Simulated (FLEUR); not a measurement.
# NbTe (P-6m2) in FLEUR: a series of runs

The runs below take NbTe through single point, with PBE.

Everything below comes from runs of FLEUR MaX-R8.1 (later development tree). Logs are shortened: lines on timing, memory, paths and dates and some standing lists are left out, and cuts for length are marked.

### Step 1. The structure

It takes space group P-6m2 (No. 187, hexagonal). The conventional cell has a = 3.703 Å, b = 3.703 Å, c = 3.694 Å, α = 90.00°, β = 90.00°, γ = 120.00°. Around Te (site symmetry -6m2) lie 6 Nb at 2.83 Å. Around Nb (site symmetry -6m2) lie 6 Te at 2.83 Å.

The cell comes from a database or a generator and needn't be the stable form of this composition.

### Step 2. Single point, PBE

Contents of inp.xml:

```xml
<?xml version="1.0" encoding="UTF-8" standalone="no"?>
<fleurInput fleurInputVersion="0.39">
   <comment>
      NbTe                                                                                                
   </comment>
   <calculationSetup>
      <cutoffs Kmax="3.5" Gmax="17.5" GmaxXC="17.5" numbands="0"/>
      <scfLoop itmax="60" minDistance="0.00001" maxIterBroyd="15" imix="Anderson" alpha="0.05" precondParam="0.0" spinf="2.0" sdNocoIR="T"/>
      <coreElectrons ctail="T" frcor="F" kcrel="0" coretail_lmax="0"/>
      <xcFunctional name="pbe" relativisticCorrections="F"/>
      <magnetism jspins="1"/>
      <soc l_soc="F" theta="0.0" phi="0.0" spav="F"/>
      <expertModes spex="0" secvar="F"/>
      <geometryOptimization l_f="F" forcealpha="1.0" forcemix="BFGS" epsdisp="0.00001" epsforce="0.00001"/>
      <ldaU l_linMix="F" mixParam="0.05" spinf="1.0"/>
   </calculationSetup>
   <cell>
      <bzIntegration valenceElectrons="35.0" mode="hist" fermiSmearingEnergy="0.00183747">
         <kPointListSelection listName="default-1"/>
         <!-- k-points included here -->
         <xi:include xmlns:xi="http://www.w3.org/2001/XInclude" href="kpts.xml"> </xi:include>
      </bzIntegration>
      <!-- symmetry operations included here -->
      <xi:include xmlns:xi="http://www.w3.org/2001/XInclude" href="sym.xml"> </xi:include>
      <bulkLattice scale="1.0">
         <bravaisMatrix>
            <row-1>    6.9976074370826797     0.0000000000000000     0.0000000000000000</row-1>
            <row-2>   -3.4988037185413399     6.0601058063025661     0.0000000000000000</row-2>
            <row-3>    0.0000000000000000     0.0000000000000000     6.9810470364846902</row-3>
         </bravaisMatrix>
      </bulkLattice>
   </cell>
   <atomSpecies>
      <species name="Tellurium (Te)" element="Te" atomicNumber="52">
         <mtSphere radius="2.32" gridPoints="773" logIncrement="0.017"/>
         <atomicCutoffs lmax="8" lnonsphr="6"/>
         <electronConfig flipSpins="F">
            <coreConfig>(1s1/2) (2s1/2) (2p1/2) (2p3/2) (3s1/2) (3p1/2) (3p3/2) (4s1/2) (3d3/2) (3d5/2)</coreConfig>
            <valenceConfig>(4p1/2) (4p3/2) (5s1/2) (4d3/2) (4d5/2) (5p1/2) (5p3/2)</valenceConfig>
            <stateOccupation state="(5p1/2)" spinUp="0.666667" spinDown="0.666667"/>
            <stateOccupation state="(5p3/2)" spinUp="1.333333" spinDown="1.333333"/>
         </electronConfig>
         <energyParameters s="5" p="5" d="5" f="4"/>
         <lo type="SCLO" l="1" n="4" eDeriv="0"/>
         <lo type="SCLO" l="1" n="4" eDeriv="1"/>
         <lo type="SCLO" l="2" n="4" eDeriv="0"/>
         <lo type="SCLO" l="2" n="4" eDeriv="1"/>
         <lo type="SCLO" l="0" n="5" eDeriv="2"/>
         <lo type="SCLO" l="3" n="4" eDeriv="2"/>
      </species>
      <species name="Niobium (Nb)" element="Nb" atomicNumber="41">
         <mtSphere radius="2.58" gridPoints="859" logIncrement="0.015"/>
         <atomicCutoffs lmax="9" lnonsphr="7"/>
         <electronConfig flipSpins="F">
            <coreConfig>(1s1/2) (2s1/2) (2p1/2) (2p3/2) (3s1/2) (3p1/2) (3p3/2) (3d3/2) (3d5/2)</coreConfig>
            <valenceConfig>(4s1/2) (4p1/2) (4p3/2) (5s1/2) (4d3/2) (4d5/2)</valenceConfig>
            <stateOccupation state="(5s1/2)" spinUp="0.500000" spinDown="0.500000"/>
            <stateOccupation state="(4d3/2)" spinUp="0.800000" spinDown="0.800000"/>
            <stateOccupation state="(4d5/2)" spinUp="1.200000" spinDown="1.200000"/>
         </electronConfig>
         <energyParameters s="5" p="5" d="4" f="4"/>
         <lo type="SCLO" l="0" n="4" eDeriv="0"/>
         <lo type="SCLO" l="1" n="4" eDeriv="0"/>
         <lo type="SCLO" l="1" n="4" eDeriv="1"/>
         <lo type="SCLO" l="2" n="4" eDeriv="2"/>
         <lo type="SCLO" l="3" n="4" eDeriv="2"/>
      </species>
   </atomSpecies>
   <atomGroups>
      <atomGroup species="Tellurium (Te)">
         <relPos label="                   1">-1.000/3.000 1.000/3.000 .0000000000</relPos>
         <force calculate="T" relaxXYZ="TTT"/>
      </atomGroup>
      <atomGroup species="Niobium (Nb)">
         <relPos label="                   2">.0000000000 .0000000000 1.000/2.000</relPos>
         <force calculate="T" relaxXYZ="TTT"/>
      </atomGroup>
   </atomGroups>
   <output dos="F" band="F" slice="F">
      <checks vchk="F" cdinf="F"/>
      <bandDOS minEnergy="-.5*Htr" maxEnergy="0.5*Htr" sigma="0.015" storeEVData="T"/>
      <vacuumDOS vacdos="F" integ="F" star="F" nstars="0" locx1="0.0" locy1="0.0" locx2="0.0" locy2="0.0" nstm="0" tworkf="0.0"/>
      <unfoldingBand unfoldBand="F" supercellX="1" supercellY="1" supercellZ="1"/>
      <plotting iplot="0" polar="F">
         <plot TwoD="T" vec1="  1.0  0.0  0.0" vec2="  0.0  1.0  0.0" vec3="  0.0  0.0  1.0" zero="  0.0  0.0  0.0" file="plot"/>
      </plotting>
      <chargeDensitySlicing numkpt="0" minEigenval="0.0" maxEigenval="0.0" nnne="0" pallst="F"/>
      <specialOutput eonly="F"/>
      <moessbauerParams electricFieldGradient="T" isomerShift="T" coreHyperfine="T" valenceHyperfine="T"/>
      <magneticCircularDichroism mcd="F" energyLo="-10.0" energyUp="0.0"/>
   </output>
  <!-- We include the file relax.xml here to enable relaxations (see documentation) -->
  <xi:include xmlns:xi="http://www.w3.org/2001/XInclude" href="relax.xml"> <xi:fallback/> </xi:include>
</fleurInput>
```

Contents of crystal.txt:

```
NbTe
&input cartesian=F /
3.7029743866  0.0000000000  0.0000000000
-1.8514871933  3.2068698884  0.0000000000
0.0000000000  0.0000000000  3.6942110000
1.8897261246
1.0 1.0 1.0

2
52 0.6666666667  0.3333333333  0.0000000000
41 0.0000000000  0.0000000000  0.5000000000

&kpt div1=8 div2=8 div3=7 gamma=T /
```

Potentials or basis: all-electron, FLAPW.

Run with:

```console
> inpgen -f crystal.txt -profile veryFastHighL
> # inp.xml edited to the form shown
> fleur_MPI
```

Standard output:

```text
Welcome to FLEUR        (www.flapw.de)
      MaX-Release 8.1          (www.max-centre.eu)

 ========== k-point set info ==========
 Selected k-point list: default-1
 k-point list type: mesh
 8 x 8 x 7
 Number of k points: 40

 ------------Calculation Setup---------------------------
 Number of MPI-tasks      :            1
 Number of PE/node        :            1
 Number of OMP-threads    :            1
 Most efficient MPI parallelization for:
           1           2           4           5           8          10          20          40
 Additional eigenvalue parallelization possible
 Number of basis functions:          308
 Approximate size of matrices (H+S) per k-point:         0.003 GB
 --------------------------------------------------------
 Iteration:     1   Distance:       8.75403293 me/bohr^3
 Iteration:     2   Distance:       7.85062414 me/bohr^3
 Iteration:     3   Distance:       4.03620578 me/bohr^3
 Iteration:     4   Distance:       3.97876813 me/bohr^3
 Iteration:     5   Distance:       1.38045634 me/bohr^3
 Iteration:     6   Distance:       0.38006358 me/bohr^3
 Iteration:     7   Distance:       0.39676202 me/bohr^3
 Iteration:     8   Distance:       0.05116270 me/bohr^3
 Iteration:     9   Distance:       0.02657490 me/bohr^3
 Iteration:    10   Distance:       0.00438729 me/bohr^3
 Iteration:    11   Distance:       0.00102992 me/bohr^3
 Iteration:    12   Distance:       0.00073126 me/bohr^3
 Iteration:    13   Distance:       0.00034598 me/bohr^3
 Iteration:    14   Distance:       0.00007065 me/bohr^3
 Iteration:    15   Distance:       0.00004941 me/bohr^3
 Iteration:    16   Distance:       0.00004273 me/bohr^3
 Iteration:    17   Distance:       0.00001769 me/bohr^3
 Iteration:    18   Distance:       0.00000720 me/bohr^3

 ********************************************************************
 Run finished successfully
 Stop message:
   all done
 ********************************************************************
```

Run time: 35 s. Hardware: 1 thread of Arm Neoverse V2, shared host; peak memory 0.08 GiB.

Results:

```yaml
Free_energy: -288912.0156 eV
Band_gap_on_the_k_mesh: none (metal or under the smearing width)
Valence_electrons_inside_the_program's_atomic_spheres: Te 19.18; Nb 11.15 (radii Te 2.32, Nb 2.58 bohr)
```

Levels at points of the mesh, in eV from the Fermi level:
```
           k point  band 16  band 17  band 18  band 19  band 20  band 21
(0.00, 0.00, 0.00)    -3.00    -2.36     0.13     0.13     2.43     2.43
(0.00, 0.50, 0.00)    -2.64    -2.61    -0.20     1.23     1.49     3.02
```

Core levels (eV from the Fermi level):
| atom | levels |
| --- | --- |
| 1 Te | 1s1/2 -31604.2, 2s1/2 -4842.2, 2p1/2 -4536.4, 2p3/2 -4261.9, 3s1/2 -960.9, 3p1/2 -835.2, 3p3/2 -784.1, 4s1/2 -160.8, 3d3/2 -562.5, 3d5/2 -551.8 |
| 2 Nb | 1s1/2 -18797.3, 2s1/2 -2626.6, 2p1/2 -2410.1, 2p3/2 -2314.4, 3s1/2 -436.1, 3p1/2 -354.6, 3p3/2 -339.1, 3d3/2 -195.3, 3d5/2 -192.4 |

### Step 3. Single point, PBE

inp.xml: that of step 2 with these lines changed.

```diff
@@ -6,3 +6,3 @@
    <calculationSetup>
-      <cutoffs Kmax="3.5" Gmax="17.5" GmaxXC="17.5" numbands="0"/>
+      <cutoffs Kmax="4.0" Gmax="20.0" GmaxXC="20.0" numbands="0"/>
       <scfLoop itmax="60" minDistance="0.00001" maxIterBroyd="15" imix="Anderson" alpha="0.05" precondParam="0.0" spinf="2.0" sdNocoIR="T"/>
@@ -35,3 +35,3 @@
          <mtSphere radius="2.32" gridPoints="773" logIncrement="0.017"/>
-         <atomicCutoffs lmax="8" lnonsphr="6"/>
+         <atomicCutoffs lmax="7" lnonsphr="5"/>
          <electronConfig flipSpins="F">
@@ -52,3 +52,3 @@
          <mtSphere radius="2.58" gridPoints="859" logIncrement="0.015"/>
-         <atomicCutoffs lmax="9" lnonsphr="7"/>
+         <atomicCutoffs lmax="7" lnonsphr="5"/>
          <electronConfig flipSpins="F">
```

crystal.txt is that of step 2.

Potentials or basis: all-electron, FLAPW.

Run with:

```console
> inpgen -f crystal.txt -profile fast
> # inp.xml edited to the form shown
> fleur_MPI
```

Wall time 55 s (1 thread of Arm Neoverse V2, shared host); peak memory 0.09 GiB.

Results (log left out):

- Free energy: -288912.1082 eV
- Band gap on the k mesh: none (metal or under the smearing width)
- Valence electrons inside the program's atomic spheres: Te 19.19; Nb 11.16 (radii Te 2.32, Nb 2.58 bohr)

Levels at points of the mesh, in eV from the Fermi level:
```tsv
k point	band 16	band 17	band 18	band 19	band 20	band 21
(0.00, 0.00, 0.00)	-3.00	-2.35	0.13	0.13	2.43	2.43
(0.00, 0.50, 0.00)	-2.64	-2.61	-0.20	1.22	1.49	3.02
```

Core levels (eV from the Fermi level):
```tsv
atom	levels
1 Te	1s1/2 -31604.1, 2s1/2 -4842.1, 2p1/2 -4536.4, 2p3/2 -4261.8, 3s1/2 -960.9, 3p1/2 -835.2, 3p3/2 -784.0, 4s1/2 -160.7, 3d3/2 -562.4, 3d5/2 -551.7
2 Nb	1s1/2 -18797.3, 2s1/2 -2626.6, 2p1/2 -2410.2, 2p3/2 -2314.4, 3s1/2 -436.1, 3p1/2 -354.6, 3p3/2 -339.1, 3d3/2 -195.3, 3d5/2 -192.4
```

The run has no spin-orbit coupling, so splittings on Te are missing.

### Step 4. Single point, PBE

inp.xml: that of step 3 with these lines changed.

```diff
@@ -6,3 +6,3 @@
    <calculationSetup>
-      <cutoffs Kmax="4.0" Gmax="20.0" GmaxXC="20.0" numbands="0"/>
+      <cutoffs Kmax="4.5" Gmax="22.5" GmaxXC="22.5" numbands="0"/>
       <scfLoop itmax="60" minDistance="0.00001" maxIterBroyd="15" imix="Anderson" alpha="0.05" precondParam="0.0" spinf="2.0" sdNocoIR="T"/>
@@ -35,3 +35,3 @@
          <mtSphere radius="2.32" gridPoints="773" logIncrement="0.017"/>
-         <atomicCutoffs lmax="7" lnonsphr="5"/>
+         <atomicCutoffs lmax="9" lnonsphr="7"/>
          <electronConfig flipSpins="F">
@@ -52,3 +52,3 @@
          <mtSphere radius="2.58" gridPoints="859" logIncrement="0.015"/>
-         <atomicCutoffs lmax="7" lnonsphr="5"/>
+         <atomicCutoffs lmax="10" lnonsphr="8"/>
          <electronConfig flipSpins="F">
```

crystal.txt is that of step 3.

Run with:

```console
> inpgen -f crystal.txt -profile moderate
> # inp.xml edited to the form shown
> fleur_MPI
```

Wall time 2 min (1 thread of Arm Neoverse V2, shared host); peak memory 0.11 GiB.

It converged, with:

| Quantity | Value |
| --- | --- |
| Free energy | -288912.1420 eV |
| Band gap on the k mesh | none (metal or under the smearing width) |
| Valence electrons inside the program's atomic spheres | Te 19.19; Nb 11.16 (radii Te 2.32, Nb 2.58 bohr) |

Levels at points of the mesh, in eV from the Fermi level:
| k point | band 14 | band 15 | band 16 | band 17 | band 18 | band 19 | band 20 | band 21 | band 22 | band 23 |
| --- | --- | --- | --- | --- | --- | --- | --- | --- | --- | --- |
| (0.00, 0.00, 0.00) | -3.16 | -3.16 | -3.00 | -2.35 | 0.13 | 0.13 | 2.43 | 2.43 | 2.85 | 5.95 |
| (0.00, 0.50, 0.00) | -7.19 | -3.84 | -2.64 | -2.61 | -0.20 | 1.22 | 1.49 | 3.02 | 3.82 | 5.75 |

Core levels (eV from the Fermi level):
```
atom                                                                                                                                           levels
1 Te  1s1/2 -31604.1, 2s1/2 -4842.1, 2p1/2 -4536.3, 2p3/2 -4261.8, 3s1/2 -960.8, 3p1/2 -835.2, 3p3/2 -784.0, 4s1/2 -160.7, 3d3/2 -562.4, 3d5/2 -551.7
2 Nb                1s1/2 -18797.3, 2s1/2 -2626.6, 2p1/2 -2410.2, 2p3/2 -2314.4, 3s1/2 -436.1, 3p1/2 -354.6, 3p3/2 -339.1, 3d3/2 -195.3, 3d5/2 -192.4
```

The run has no spin-orbit coupling, so splittings on Te are missing.

### Step 5. Overview

```tsv
inpgen profile	gmax	lmax	lnonsphr	kmax	gap on the mesh (eV)
veryFastHighL	17.5 1/bohr	Te 8, Nb 9	Te 6, Nb 7	3.5 1/bohr	none
fast	20 1/bohr	Te 7, Nb 7	Te 5, Nb 5	4 1/bohr	none
moderate	22.5 1/bohr	Te 9, Nb 10	Te 7, Nb 8	4.5 1/bohr	none
```

Alike in all rows: task single point; level PBE; potentials or basis all-electron, FLAPW; no spin polarisation; cell as given; k mesh 8 × 8 × 7; smearing fermi-dirac 0.05 eV.

Every run on the cell as given and a fine mesh finds a metal.

Compare energies only between runs with the same functional and basis.
